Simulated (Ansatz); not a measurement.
# Al3GeN4: the cost of one run

Program: Ansatz 0.2.0. Level of theory: DFT PBEsol, scalar-relativistic, plane waves, PAW. These are calculated values, not measurements.

1 further run of the same task is left out (set aside as unsound or not needed).

## 1. Starting point

The structure is monoclinic, space group Pm (No. 6). Conventional cell: a = 5.043 Å, b = 3.130 Å, c = 5.418 Å, α = 90.00°, β = 90.03°, γ = 90.00°. Al (site symmetry m) is surrounded by 4 N at 1.88 to 1.91 Å. Al (site symmetry m) has 4 N at 1.90 Å as nearest neighbours. Al (site symmetry m) has 4 N at 1.90 to 1.91 Å as nearest neighbours. Ga (site symmetry m) is surrounded by 4 N at 1.93 to 1.96 Å. Around N (site symmetry m) lie 3 Al at 1.90 Å and 1 Ga at 1.96 Å. N (site symmetry m) has 4 Al at 1.90 to 1.91 Å as nearest neighbours. Around N (site symmetry m) lie 2 Al at 1.88 to 1.90 Å and 2 Ga at 1.93 Å. N (site symmetry m) is surrounded by 3 Al at 1.89 to 1.91 Å and 1 Ga at 1.94 Å.

As a file:

```xyz
8
Lattice="5.0434 0.0000 0.0001 0.0000 3.1301 0.0000 -0.0032 0.0000 5.4180" Properties=species:S:1:pos:R:3 pbc="T T T"
Al    2.5223    1.5650    0.9066
Al    0.0019    1.5650    4.5230
Al    0.0044    0.0000    1.7971
Ga    2.5166    0.0000    3.6095
N     0.5585    0.0000    3.6102
N     0.6170    1.5650    0.9057
N     3.1500    1.5650    4.5522
N     3.1419    0.0000    1.7679
```

It goes back to an entry of the Materials Project, which need not be the stable form.

This cell was relaxed beforehand with the same method: volume 10.69 Å³/atom, gap on the mesh 3.48 eV.

## 2. Ga → Ge: the starting cell

Al3GeN4 starts from the relaxed positions of Al3GaN4, with all lengths scaled by 0.998, a guess from tabulated radii.

## 3. A first look at the start (Al3GeN4)

File input.yaml:

```yaml
crystal:
  lattice:
    - [5.0350786425, 0.0, 0.0001148008]
    - [0.0, 3.1249044931, 0.0]
    - [-0.0032309121, 0.0, 5.4090439827]
  atoms:
    - { symbol: Al, position: [0.5002300423, 0.5, 0.1673295664] }
    - { symbol: Al, position: [0.0009207036, 0.5, 0.8348055932] }
    - { symbol: Al, position: [0.001088065, 0.0, 0.3316926342] }
    - { symbol: Ge, position: [0.4994217138, 0.0, 0.6662009016] }
    - { symbol: "N", position: [0.1111724737, 0.0, 0.6663292503] }
    - { symbol: "N", position: [0.1224543238, 0.5, 0.1671578647] }
    - { symbol: "N", position: [0.6251234799, 0.5, 0.8401923551] }
    - { symbol: "N", position: [0.6231881979, 0.0, 0.3262928345] }
basis:
  ecutwfc: 420
kpoints:
  mp_grid: { grid: [4, 6, 4] }
hamiltonian:
  xc: pbesol
scf:
  occupations: { method: gaussian, width: 0.1 }
output:
  forces: true
  stress: true
  eigenvalues: true
```

The run is started by

```
$ ansatz run input.yaml --threads 2 --pin off --max-ram 5120MiB --backend cpu --events-out ev --progress --plain --runs-dir out
```

What time and memory should one allow on 2 threads of AMD EPYC 9R45 (Zen 5), shared host?

About 1.6 s, with a peak of 0.43 GiB.
